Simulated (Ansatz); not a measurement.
# GeAsH₃+ (quartet): from Hartree-Fock to the top rungs, cc-pVTZ

How much of the correlation energy of GeAsH₃+ (quartet) does each wave-function method recover here?

Computed with Ansatz 0.2.0, Gaussian basis. Level: cc-pVTZ, core rule «outside noble gas», up to 28 orbitals frozen.

Plan: UHF; CCSD(T) on ROHF; CCSD(T) on UHF; BCCD(T) on ROHF; CCSDT(Q) on ROHF; CCSDT(Q) on UHF.

9 further runs of the same task are left out: 1 for a known fault of the program, 3 that didn't finish, 5 set aside as unsound or not needed. Runs told in other sessions of the task aren't counted.

## 1. The system

The geometry is a PBE0/def2-TZVP stationary point (not a proven minimum) of the parent state, kept for this charge and spin. No spin-orbit coupling is included. The filled d shell of Ge, As may be among the frozen orbitals whatever the setting's name suggests.

5 atoms, charge 1, spin multiplicity 4.

Atoms are counted from 1 here; the program's logs count them from 0.

Bond lengths: Ge1–As2 2.417 Å, Ge1–H3 1.540 Å, Ge1–H4 1.540 Å, Ge1–H5 1.540 Å. Angles: As2–Ge1–H3 110.3°, As2–Ge1–H4 110.3°, As2–Ge1–H5 110.3°, H3–Ge1–H4 108.7°, H3–Ge1–H5 108.7°, H4–Ge1–H5 108.7°.

Geometry (Å):

```csv
atom,x (Å),y (Å),z (Å)
Ge1,-1.1919,-0.0082,0.0021
As2,1.2253,0.0085,-0.0022
H3,-1.7348,1.4325,0.0050
H4,-1.7176,-0.7358,1.2530
H5,-1.7221,-0.7324,-1.2488
```

## 2. UHF

Contents of in.yaml:

```yaml
crystal:
  periodic: [false, false, false]
  atoms:
    - {symbol: Ge, position_ang: [-1.191943, -0.008234, 0.002120]}
    - {symbol: As, position_ang: [1.225257, 0.008464, -0.002179]}
    - {symbol: H, position_ang: [-1.734783, 1.432476, 0.005020]}
    - {symbol: H, position_ang: [-1.717585, -0.735786, 1.252999]}
    - {symbol: H, position_ang: [-1.722058, -0.732435, -1.248816]}
basis:
  gaussian: {orbitals: cc-pVTZ}
total_charge: 1
magnetization: {spin_polarized: true, initial_magnetization: 3}
hamiltonian: {xc: hf}
output: {orbitals: {seedname: orbitals}}
```

Started as:

```bash
$ ansatz run in.yaml --threads 1 --pin off --events-out ev --progress --plain --max-ram 4096MiB --backend cpu
```

Further steps of the session: CCSD(T) on ROHF; CCSD(T) on UHF; BCCD(T) on ROHF; CCSDT(Q) on ROHF; CCSDT(Q) on UHF.

**Question.** What will the summary of the whole plan be? Wanted: UCCSDT(Q) from the RHF energy; RMP2 from UCCSDT(Q); UMP2 from UCCSDT(Q); RCCSD from UCCSDT(Q); RCCSD(T) from UCCSDT(Q); UCCSD(T) from UCCSDT(Q); RCCSDT(Q) from UCCSDT(Q); T1 diagnostic.

The runs gave:

| quantity | value |
| --- | --- |
| UCCSDT(Q) from the ROHF energy | -6.3148 eV |
| RMP2 from UCCSDT(Q) | +120.5 kJ/mol |
| UMP2 from UCCSDT(Q) | +118.9 kJ/mol |
| RCCSD from UCCSDT(Q) | +25.2 kJ/mol |
| RCCSD(T) from UCCSDT(Q) | +6.0 kJ/mol |
| UCCSD(T) from UCCSDT(Q) | +4.1 kJ/mol |
| RCCSDT(Q) from UCCSDT(Q) | +1.9 kJ/mol |
| levels within 1 kcal/mol (43 meV) | UCCSD(T), RCCSDT, UCCSDT, RCCSDT(Q) |
| T1 diagnostic | 0.019 |

In words: RCCSD(T) lands +6.0 kJ/mol from the yardstick (1.0 % of the correlation energy). These misses are within one basis, not against nature; the frozen cores of restricted and unrestricted runs differ, which can shift their rows.
